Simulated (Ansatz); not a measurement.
This script makes an equation of state with a fit of HfN, space group Fm-3m with Ansatz 0.2.0 through its Python package.

`eos.py`
```python
import warnings

import ansatz as az
import numpy as np
from pymatgen.analysis.eos import EOS

XC = 'pbe'
CUTOFF_EV = 450
SMEARING = 'gaussian'
SMEARING_WIDTH = 0.1
MESH = (11, 11, 11)

vectors0 = np.array([
    [0.0, 2.256, 2.256],
    [2.256, 0.0, 2.256],
    [2.256, 2.256, 0.0],
])
sites = [
    ('Hf', (0.0, 0.0, 0.0)),
    ('N', (0.5, 0.5, 0.5)),
]


def on_lattice(cell):
    crystal = az.Crystal(lattice=az.Lattice.of(cell))
    for symbol, position in sites:
        crystal = crystal.atom(symbol, position)
    return crystal


def main() -> None:
    warnings.simplefilter('ignore', az.DeckWarning)

    volumes, energies = [], []
    for scale in np.linspace(0.94, 1.06, 7):
        cell = vectors0 * scale ** (1 / 3)
        calculation = on_lattice(cell).calculation()
        calculation = calculation.functional(XC)
        calculation = calculation.basis(CUTOFF_EV)
        calculation = calculation.occupations(SMEARING, width=SMEARING_WIDTH)
        calculation = calculation.kpoints(*MESH)
        summary = calculation.run(threads=1).report
        volumes.append(abs(np.linalg.det(cell)) / len(sites))
        energies.append(summary['free_energy_ev'] / len(sites))
        print(f'V = {volumes[-1]:8.4f} A^3/atom  F = {energies[-1]:.5f} eV/atom')

    for form in ['vinet', 'birch_murnaghan', 'murnaghan']:
        fit = EOS(eos_name=form).fit(volumes, energies)
        print(f'{form:18s} V0 {fit.v0:8.4f} A^3/atom  B0 {fit.b0_GPa:7.1f} GPa  B1 {fit.b1:5.2f}')


if __name__ == '__main__':
    main()
```

Its results, one of them left out:

| V (Å³/atom) | F less the lowest row shown (meV/atom) |
| --- | --- |
| 10.793 | ? |
| 11.023 | 42.19 |
| 11.252 | 19.16 |
| 11.482 | 5.41 |
| 11.712 | 0.00 |
| 11.941 | 2.11 |
| 12.171 | 11.04 |

What is the missing energy at 10.793 Å³ an atom?

A third-order Birch-Murnaghan fit, E = E0 + (9 V0 B0 / 16) [(t - 1)³ B' + (t - 1)² (6 - 4t)] with t = (V0/V)^(2/3), through the 6 rows shown gives V0 = 11.758 Å³, B0 = 263.2 GPa, B' = 4.26 and E0 = -0.16 meV. At V = 10.793 Å³, t = 1.05877, and the fit extrapolates to 75.48 meV. The run gave 75.49 meV, a miss of 0.01 meV.

The run is spin-unpolarised. The mesh is modest for a metal, so energies can be off by several to tens of meV an atom and pressures by half a GPa or more; differences at equal mesh fare better. Spin-orbit coupling, which matters for elements this heavy, is left out. The starting cell is as deposited in a crystallographic database; the results hold for this polymorph, which needn't be the stable one. Processor time in the engine: 6.3 s on 1 thread of Intel(R) Xeon(R) Processor @ 2.30GHz (shared host), peak memory 0.57 GiB.
